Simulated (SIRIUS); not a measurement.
# HPbNO4 (P1) in SIRIUS: settings compared

One crystal, HPbNO4, is run at these levels: LDA, PBEsol, PBE; tasks: single point.

Everything below comes from runs of SIRIUS 7.12.0. Logs are shortened: lines on timing, memory, paths and dates and some standing lists are left out, and cuts for length are marked. The log counts tension as positive stress, the text compression.

## 1. The structure

The typed cell holds 7 atoms: a = 3.857 Å, b = 4.338 Å, c = 5.984 Å, α = 81.87°, β = 83.26°, γ = 87.68°.

The cell was built by a generator and needn't be a form met in nature.

## 2. Single point, LDA

sirius.json reads:

```json
{
  "control": {
    "processing_unit": "cpu",
    "std_evp_solver_name": "lapack",
    "gen_evp_solver_name": "lapack",
    "verbosity": 2,
    "print_forces": true,
    "ortho_rf": true,
    "use_second_variation": true,
    "rmt_max": 3.0,
    "num_bands_to_print": 24,
    "save_wf": true
  },
  "parameters": {
    "electronic_structure_method": "full_potential_lapwlo",
    "xc_functionals": ["XC_LDA_X", "XC_LDA_C_PW"],
    "core_relativity": "dirac",
    "valence_relativity": "iora",
    "num_fv_states": 46,
    "smearing": "gaussian",
    "smearing_width": 0.0036749322,
    "pw_cutoff": 31,
    "gk_cutoff": 6.0,
    "lmax_apw": 12,
    "lmax_rho": 8,
    "lmax_pot": 8,
    "num_mag_dims": 0,
    "auto_rmt": 0,
    "ngridk": [3, 2, 2],
    "shiftk": [0, 0, 0],
    "num_dft_iter": 80,
    "energy_tol": 1e-07,
    "density_tol": 1e-05,
    "use_symmetry": true
  },
  "settings": {"tol_ne": 1e-10},
  "iterative_solver": {"type": "exact"},
  "mixer": {"type": "anderson", "beta": 0.5, "max_history": 8},
  "unit_cell": {
    "lattice_vectors": [
      [7.2888059435, 0.0033637125, -0.0691261816],
      [0.3279241744, 8.1907533255, -0.0311237893],
      [1.4324690943, 1.5849699925, 11.1052023385]
    ],
    "atom_types": ["H", "N", "O", "Pb"],
    "atom_files": {"H": "H.json", "N": "N.json", "O": "O.json", "Pb": "Pb.json"},
    "atoms": {
      "H": [[0.61511, 0.89559, 0.19844]],
      "N": [[0.71474, 0.2381, 0.50058]],
      "O": [
        [0.16958, 0.47007, 0.77768],
        [0.62919, 0.97045, 0.49845],
        [0.56424, 0.92583, 0.03849],
        [0.78022, 0.4225, 0.31951]
      ],
      "Pb": [[0.64597, 0.44651, 0.91685]]
    }
  }
}
```

H.json reads:

```json
{
  "name": "hydrogen",
  "symbol": "H",
  "number": 1,
  "mass": 1.00794,
  "rmin": 1e-06,
  "rmt": 0.76,
  "nrmt": 800,
  "rinf": 15.07,
  "core": "",
  "valence": [
    {"basis": [{"enu": -0.11, "dme": 0, "n": 0, "auto": 0}, {"enu": -0.11, "dme": 1, "n": 0, "auto": 0}]},
    {"l": 0, "n": 1, "basis": [{"enu": -0.01, "dme": 0, "n": 0, "auto": 0}]},
    {"l": 1, "n": 2, "basis": [{"enu": -0.01, "dme": 0, "n": 0, "auto": 0}]},
    {"l": 2, "n": 3, "basis": [{"enu": -0.01, "dme": 0, "n": 0, "auto": 0}]},
    {"l": 3, "n": 4, "basis": [{"enu": -0.01, "dme": 0, "n": 0, "auto": 0}]}
  ],
  "lo": [
    {"l": 0, "basis": [{"enu": -0.01, "dme": 0, "n": 0, "auto": 0}, {"enu": -0.01, "dme": 1, "n": 0, "auto": 0}]},
    {"l": 0, "basis": [{"enu": -0.01, "dme": 1, "n": 0, "auto": 0}, {"enu": -0.01, "dme": 2, "n": 0, "auto": 0}]},
    {
      "l": 0,
      "basis": [{"enu": -0.01, "dme": 0, "n": 0, "auto": 0}, {"enu": 20.7656, "dme": 0, "n": 0, "auto": 0}]
    },
    {"l": 1, "basis": [{"enu": -0.01, "dme": 0, "n": 0, "auto": 0}, {"enu": -0.01, "dme": 1, "n": 0, "auto": 0}]},
    {"l": 1, "basis": [{"enu": -0.01, "dme": 1, "n": 0, "auto": 0}, {"enu": -0.01, "dme": 2, "n": 0, "auto": 0}]},
    {
      "l": 1,
      "basis": [{"enu": -0.01, "dme": 0, "n": 0, "auto": 0}, {"enu": 23.882, "dme": 0, "n": 0, "auto": 0}]
    },
    {"l": 2, "basis": [{"enu": -0.01, "dme": 0, "n": 0, "auto": 0}, {"enu": -0.01, "dme": 1, "n": 0, "auto": 0}]},
    {"l": 2, "basis": [{"enu": -0.01, "dme": 1, "n": 0, "auto": 0}, {"enu": -0.01, "dme": 2, "n": 0, "auto": 0}]},
    {"l": 3, "basis": [{"enu": -0.01, "dme": 0, "n": 0, "auto": 0}, {"enu": -0.01, "dme": 1, "n": 0, "auto": 0}]}
  ],
  "free_atom": [... radial grid and density of the free atom, the start of the SCF ...]
}
```

N.json reads:

```json
{
  "name": "nitrogen",
  "symbol": "N",
  "number": 7,
  "mass": 14.0067,
  "rmin": 1e-06,
  "rmt": 1.07,
  "nrmt": 800,
  "rinf": 13.03,
  "core": "",
  "valence": [
    {"basis": [{"enu": -0.11, "dme": 0, "n": 0, "auto": 0}, {"enu": -0.11, "dme": 1, "n": 0, "auto": 0}]},
    {"l": 0, "n": 1, "basis": [{"enu": -0.1653, "dme": 0, "n": 0, "auto": 0}]},
[... 20 lines left out ...]
    },
    {"l": 1, "basis": [{"enu": -0.01, "dme": 0, "n": 0, "auto": 0}, {"enu": -0.01, "dme": 1, "n": 0, "auto": 0}]},
    {"l": 1, "basis": [{"enu": -0.01, "dme": 1, "n": 0, "auto": 0}, {"enu": -0.01, "dme": 2, "n": 0, "auto": 0}]},
    {
      "l": 1,
      "basis": [{"enu": -0.01, "dme": 0, "n": 0, "auto": 0}, {"enu": 12.0435, "dme": 0, "n": 0, "auto": 0}]
    },
    {"l": 2, "basis": [{"enu": -0.01, "dme": 0, "n": 0, "auto": 0}, {"enu": -0.01, "dme": 1, "n": 0, "auto": 0}]},
    {"l": 2, "basis": [{"enu": -0.01, "dme": 1, "n": 0, "auto": 0}, {"enu": -0.01, "dme": 2, "n": 0, "auto": 0}]},
    {
      "l": 2,
      "basis": [{"enu": -0.01, "dme": 0, "n": 0, "auto": 0}, {"enu": 13.6156, "dme": 0, "n": 0, "auto": 0}]
    },
    {"l": 3, "basis": [{"enu": -0.01, "dme": 0, "n": 0, "auto": 0}, {"enu": -0.01, "dme": 1, "n": 0, "auto": 0}]}
  ],
  "free_atom": [... radial grid and density of the free atom, the start of the SCF ...]
}
```

O.json reads:

```json
{
  "name": "oxygen",
  "symbol": "O",
  "number": 8,
  "mass": 15.9994,
  "rmin": 1e-06,
  "rmt": 1.07,
  "nrmt": 800,
  "rinf": 11.55,
  "core": "1s",
  "valence": [
    {"basis": [{"enu": -0.11, "dme": 0, "n": 0, "auto": 0}, {"enu": -0.11, "dme": 1, "n": 0, "auto": 0}]},
    {"l": 0, "n": 1, "basis": [{"enu": -0.2272, "dme": 0, "n": 0, "auto": 0}]},
    {"l": 1, "n": 2, "basis": [{"enu": -0.01, "dme": 0, "n": 0, "auto": 0}]},
    {"l": 2, "n": 3, "basis": [{"enu": -0.01, "dme": 0, "n": 0, "auto": 0}]},
    {"l": 3, "n": 4, "basis": [{"enu": -0.01, "dme": 0, "n": 0, "auto": 0}]}
  ],
  "lo": [
    {
      "l": 0,
      "basis": [{"enu": -0.2272, "dme": 0, "n": 0, "auto": 0}, {"enu": -0.2272, "dme": 1, "n": 0, "auto": 0}]
    },
    {
      "l": 0,
      "basis": [{"enu": -0.2272, "dme": 1, "n": 0, "auto": 0}, {"enu": -0.2272, "dme": 2, "n": 0, "auto": 0}]
    },
    {
      "l": 0,
      "basis": [{"enu": -0.2272, "dme": 0, "n": 0, "auto": 0}, {"enu": 10.2541, "dme": 0, "n": 0, "auto": 0}]
    },
    {"l": 1, "basis": [{"enu": -0.01, "dme": 0, "n": 0, "auto": 0}, {"enu": -0.01, "dme": 1, "n": 0, "auto": 0}]},
    {"l": 1, "basis": [{"enu": -0.01, "dme": 1, "n": 0, "auto": 0}, {"enu": -0.01, "dme": 2, "n": 0, "auto": 0}]},
    {
      "l": 1,
      "basis": [{"enu": -0.01, "dme": 0, "n": 0, "auto": 0}, {"enu": 12.0435, "dme": 0, "n": 0, "auto": 0}]
    },
    {"l": 2, "basis": [{"enu": -0.01, "dme": 0, "n": 0, "auto": 0}, {"enu": -0.01, "dme": 1, "n": 0, "auto": 0}]},
    {"l": 2, "basis": [{"enu": -0.01, "dme": 1, "n": 0, "auto": 0}, {"enu": -0.01, "dme": 2, "n": 0, "auto": 0}]},
    {
      "l": 2,
      "basis": [{"enu": -0.01, "dme": 0, "n": 0, "auto": 0}, {"enu": 13.6156, "dme": 0, "n": 0, "auto": 0}]
    },
    {"l": 3, "basis": [{"enu": -0.01, "dme": 0, "n": 0, "auto": 0}, {"enu": -0.01, "dme": 1, "n": 0, "auto": 0}]}
  ],
  "free_atom": [... radial grid and density of the free atom, the start of the SCF ...]
}
```

Pb.json reads:

```json
{
  "name": "lead",
  "symbol": "Pb",
  "number": 82,
  "mass": 207.2,
  "rmin": 1e-06,
  "rmt": 1.77,
  "nrmt": 800,
  "rinf": 17.22,
  "core": "1s2s2p3s3p3d4s4p4d",
  "valence": [
    {"basis": [{"enu": -0.11, "dme": 0, "n": 0, "auto": 0}, {"enu": -0.11, "dme": 1, "n": 0, "auto": 0}]},
    {"l": 0, "n": 1, "basis": [{"enu": -0.1173, "dme": 0, "n": 0, "auto": 0}]},
[... 17 lines left out ...]
    },
    {
      "l": 0,
      "basis": [{"enu": -0.1173, "dme": 0, "n": 0, "auto": 0}, {"enu": 4.9897, "dme": 0, "n": 0, "auto": 0}]
    },
    {"l": 1, "basis": [{"enu": -0.01, "dme": 0, "n": 0, "auto": 0}, {"enu": -0.01, "dme": 1, "n": 0, "auto": 0}]},
[... 26 lines left out ...]
      "l": 3,
      "basis": [{"enu": -4.7874, "dme": 0, "n": 4, "auto": 1}, {"enu": -4.7874, "dme": 1, "n": 4, "auto": 1}]
    },
    {
      "l": 3,
      "basis": [{"enu": -4.7874, "dme": 1, "n": 4, "auto": 1}, {"enu": -0.01, "dme": 0, "n": 0, "auto": 0}]
    },
    {
      "l": 3,
      "basis": [{"enu": -0.01, "dme": 0, "n": 0, "auto": 0}, {"enu": 7.3953, "dme": 0, "n": 0, "auto": 0}]
    },
    {"l": 4, "basis": [{"enu": -0.01, "dme": 0, "n": 0, "auto": 0}, {"enu": -0.01, "dme": 1, "n": 0, "auto": 0}]},
    {
      "l": 4,
      "basis": [{"enu": -0.01, "dme": 0, "n": 0, "auto": 0}, {"enu": 6.1185, "dme": 0, "n": 0, "auto": 0}]
    }
  ],
  "free_atom": [... radial grid and density of the free atom, the start of the SCF ...]
}
```

sirius_start.json reads:

```json
{
  "control": {
    "processing_unit": "cpu",
    "std_evp_solver_name": "lapack",
    "gen_evp_solver_name": "lapack",
    "verbosity": 1,
    "print_forces": false,
    "ortho_rf": true,
    "use_second_variation": true,
    "rmt_max": 3.0,
    "num_bands_to_print": 24,
    "save_wf": false
  },
  "parameters": {
    "electronic_structure_method": "full_potential_lapwlo",
    "xc_functionals": ["XC_LDA_X", "XC_LDA_C_PW"],
    "core_relativity": "dirac",
    "valence_relativity": "iora",
    "num_fv_states": 46,
    "smearing": "fermi_dirac",
    "smearing_width": 0.0055123983,
    "pw_cutoff": 31,
    "gk_cutoff": 4.8,
    "lmax_apw": 12,
    "lmax_rho": 8,
    "lmax_pot": 8,
    "num_mag_dims": 0,
    "auto_rmt": 0,
    "ngridk": [1, 1, 1],
    "shiftk": [0, 0, 0],
    "num_dft_iter": 30,
    "energy_tol": 0.01,
    "density_tol": 0.05,
    "use_symmetry": true
  },
  "settings": {"tol_ne": 1e-10},
  "iterative_solver": {"type": "exact"},
  "mixer": {"type": "anderson", "beta": 0.5, "max_history": 8},
  "unit_cell": {
    "lattice_vectors": [
      [7.2888059435, 0.0033637125, -0.0691261816],
      [0.3279241744, 8.1907533255, -0.0311237893],
      [1.4324690943, 1.5849699925, 11.1052023385]
    ],
    "atom_types": ["H", "N", "O", "Pb"],
    "atom_files": {"H": "H.json", "N": "N.json", "O": "O.json", "Pb": "Pb.json"},
    "atoms": {
      "H": [[0.61511, 0.89559, 0.19844]],
      "N": [[0.71474, 0.2381, 0.50058]],
      "O": [
        [0.16958, 0.47007, 0.77768],
        [0.62919, 0.97045, 0.49845],
        [0.56424, 0.92583, 0.03849],
        [0.78022, 0.4225, 0.31951]
      ],
      "Pb": [[0.64597, 0.44651, 0.91685]]
    }
  }
}
```

Potentials or basis: all-electron FP-LAPW, apw+lo standard.

The run is started by

```console
$ OMP_NUM_THREADS=2 sirius.scf --input=sirius_start.json --output=start.json
$ OMP_NUM_THREADS=2 sirius.scf --input=sirius.json --output=output.json --task=1
```

Output:

```text
[info] SIRIUS version : 7.12.0
[info] number of MPI ranks           : 1
[info] MPI grid                      : 1 1
[info] maximum number of OMP threads : 2
[fft] FFT context for density and potential
[fft] =====================================
[fft]   plane wave cutoff                     : 31
[fft]   grid size                             : 75 90 120   total : 810000
[fft]   grid limits                           : -37 37   -44 45   -59 60
[fft]   number of G-vectors within the cutoff : 333973
[fft]   number of G-shells                    : 166987
[fft] FFT context for coarse grid
[fft] =====================================
[fft]   plane wave cutoff                     : 12
[fft]   grid size                             : 30 36 48   total : 51840
[fft]   grid limits                           : -14 15   -17 18   -23 24
[fft]   number of G-vectors within the cutoff : 19407
[fft]   number of G-shells                    : 9704
[unit cell] lattice vectors
[unit cell]   a1 :       7.2888059435      0.0033637125     -0.0691261816
[unit cell]   a2 :       0.3279241744      8.1907533255     -0.0311237893
[unit cell]   a3 :       1.4324690943      1.5849699925     11.1052023385
[unit cell] reciprocal lattice vectors
[unit cell]   b1 :       0.8610421437     -0.0348757206     -0.1060889530
[unit cell]   b2 :      -0.0013899928      0.7667476349     -0.1092533782
[... 630 lines left out ...]
[find] core_eval_sum                  :  -12997.09575327
[find] kinetic energy                 :   24692.48468241
[find] enuc                           :  -26912.50347696
[find] <rho|V^{XC}>                   :    -554.26451060
[find] <rho|E^{XC}>                   :    -417.74357783
[find] <mag|B^{XC}>                   :       0.00000000
[find] <rho|V^{H}>                    :  -37266.52538301
[find] smearing (-TS)                 :      -0.00002160
[find] SCF correction                 :       0.00004204
[find] Total energy                   :  -21271.02502185 (Ha),  -42542.05004370 (Ry)
[find] Free energy (E-TS)             :  -21271.02504345 (Ha),  -42542.05008690 (Ry)
[find] band gap (eV)                  :       0.36612088
[find] Efermi                         :       0.08027480
[ground_state]
[ground_state] ==== total Forces in Ha/bohr =====
[ground_state] atom:    0, force:       0.0020447     -0.0004280      0.0066268
[ground_state] atom:    1, force:      -0.0058664     -0.0065906     -0.0169228
[ground_state] atom:    2, force:      -0.0006635     -0.0012172      0.0047463
[ground_state] atom:    3, force:       0.0071485      0.0148586      0.0013535
[ground_state] atom:    4, force:       0.0013552     -0.0003218     -0.0099690
[ground_state] atom:    5, force:      -0.0032837     -0.0061663      0.0155175
[ground_state] atom:    6, force:      -0.0007614     -0.0001652     -0.0014671
[ground_state] ==== contribution from density =====
[ground_state] atom:    0, force:       0.1612822     -0.0008222      0.4959745
[ground_state] atom:    1, force:       0.2150225      0.5150605      0.6804494
[ground_state] atom:    2, force:      -0.0024992      0.0173272     -0.0577659
[ground_state] atom:    3, force:      -0.2737874     -0.8283147      0.0303186
[ground_state] atom:    4, force:      -0.1392436     -0.0079896     -0.3517524
[ground_state] atom:    5, force:       0.1084342      0.3585449     -0.5599914
[ground_state] atom:    6, force:      -0.0163355      0.0626745      0.4037663
[ground_state] ==== contribution from Hartree potential =====
[ground_state] atom:    0, force:       0.0021566     -0.0004263      0.0069701
[ground_state] atom:    1, force:      -0.0003184      0.0051862      0.0063812
[ground_state] atom:    2, force:       0.0026289     -0.0166145     -0.1513706
[ground_state] atom:    3, force:      -0.1129009     -0.3581817      0.0291159
[ground_state] atom:    4, force:      -0.1103340      0.0063180     -0.1908083
[ground_state] atom:    5, force:       0.0669233      0.2313745     -0.2382370
[ground_state] atom:    6, force:       0.0147761     -0.0661691     -0.4164643
[ground_state] ==== contribution from IBS =====
[ground_state] atom:    0, force:      -0.1613941      0.0008204     -0.4963178
[ground_state] atom:    1, force:      -0.2205705     -0.5268373     -0.7037533
[ground_state] atom:    2, force:      -0.0007932     -0.0019299      0.2138828
[ground_state] atom:    3, force:       0.3938367      1.2013551     -0.0580810
[ground_state] atom:    4, force:       0.2509328      0.0013498      0.5325917
[ground_state] atom:    5, force:      -0.1786412     -0.5960858      0.8137459
[ground_state] atom:    6, force:       0.0007980      0.0033293      0.0112309
```

It took 15 min on 2 threads of Intel Xeon 6975P-C (Granite Rapids), shared host; peak memory 2.4 GiB.

The run converged, but some of its settings lie outside the range that counts as converged, so its numbers aren't taken as properties of the crystal.

What came out:

| Property | Result |
| --- | --- |
| Free energy | -578814.0783 eV |
| Largest force | 0.981 eV/Å |
| Band gap on the k mesh | 0.37 eV, indirect (least direct gap 0.48 eV) |
| All electrons inside the program's atomic spheres | H 0.30; Pb 76.84; N 4.03; O 5.04, 5.11, 5.10 (radii H 0.76, N 1.07, O 1.07, Pb 1.77 bohr) |

Caveat: the k mesh is coarse (spacing up to 0.73 Å⁻¹), so the values aren't converged; spin-orbit coupling is left out, which as a rule narrows the gap of such compounds by several tenths of an eV; an odd mesh through Γ misses points on the zone boundary, where band edges often lie.

[end of part 1 of 3]
